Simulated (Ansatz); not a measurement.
# ClFMoS₂: small, medium and large basis sets

How large a basis does ClFMoS₂ need? Two functionals are run in growing sets.

The runs use Ansatz 0.2.0, Gaussian basis; one geometry, several basis sets.

Plan: PBE0-D4/def2-SVP; ωB97M-V/def2-SVP; PBE0-D4/def2-QZVPP; ωB97M-V/def2-QZVPP; the functionals' def2-TZVPP values are taken from earlier runs.

## Step 1: The geometry

An earlier PBE0-D4 in a triple-zeta def2 set relaxation fixed the geometry. Mo takes the def2 core potential; no spin-orbit term is included.

SMILES `[F][Mo](=[S])(=[S])[Cl]`, 5 atoms, charge 0, spin multiplicity 1.

Atoms are counted from 1 here; the program's logs count them from 0.

Bond lengths: F1–Mo2 1.831 Å, Mo2–S3 2.085 Å, Mo2–S4 2.085 Å, Mo2–Cl5 2.229 Å. Angles: F1–Mo2–S3 109.6°, F1–Mo2–S4 109.6°, F1–Mo2–Cl5 113.0°, S3–Mo2–S4 107.6°, S3–Mo2–Cl5 108.4°, S4–Mo2–Cl5 108.4°.

Geometry (Å):

```xyz
5

F    -0.67669   -0.26346    1.76716
Mo   -0.02152   -0.03134    0.07303
S     1.83667   -0.96261   -0.09385
S    -1.30343   -0.93073   -1.30385
Cl    0.21487    2.11444   -0.48389
```

## Step 2: PBE0-D4 in def2-SVP

in.yaml

```yaml
crystal:
  periodic: [false, false, false]
  atoms:
    - {symbol: F, position_ang: [-0.676692, -0.263464, 1.767162]}
    - {symbol: Mo, position_ang: [-0.021519, -0.031343, 0.073027]}
    - {symbol: S, position_ang: [1.836672, -0.962605, -0.093851]}
    - {symbol: S, position_ang: [-1.303425, -0.930727, -1.303853]}
    - {symbol: Cl, position_ang: [0.214865, 2.114440, -0.483885]}
basis:
  gaussian: {orbitals: def2-SVP}
hamiltonian: {xc: pbe0, dispersion: d4}
output: {orbitals: {seedname: orbitals}}
```

Run with:

```sh
ansatz run in.yaml --threads 4 --pin off --events-out ev --progress --plain --max-ram 10444MiB
```

Further steps of the session: ωB97M-V in def2-SVP; PBE0-D4 in def2-QZVPP; ωB97M-V in def2-QZVPP.

**Question.** What will the summary of the whole plan be? Wanted: PBE0-D4: double and triple zeta above quadruple; ωB97M-V: double and triple zeta above quadruple.

As calculated:

| quantity | value |
| --- | --- |
| PBE0-D4: double and triple zeta above quadruple | 17.15, 1.28 eV |
| ωB97M-V: double and triple zeta above quadruple | 17.01, 1.21 eV |

PBE0-D4 gains 15.88 eV from double to triple zeta, then 1.28 eV more. These are total energies; as a rule much of such shifts cancels in differences, which this series doesn't test.
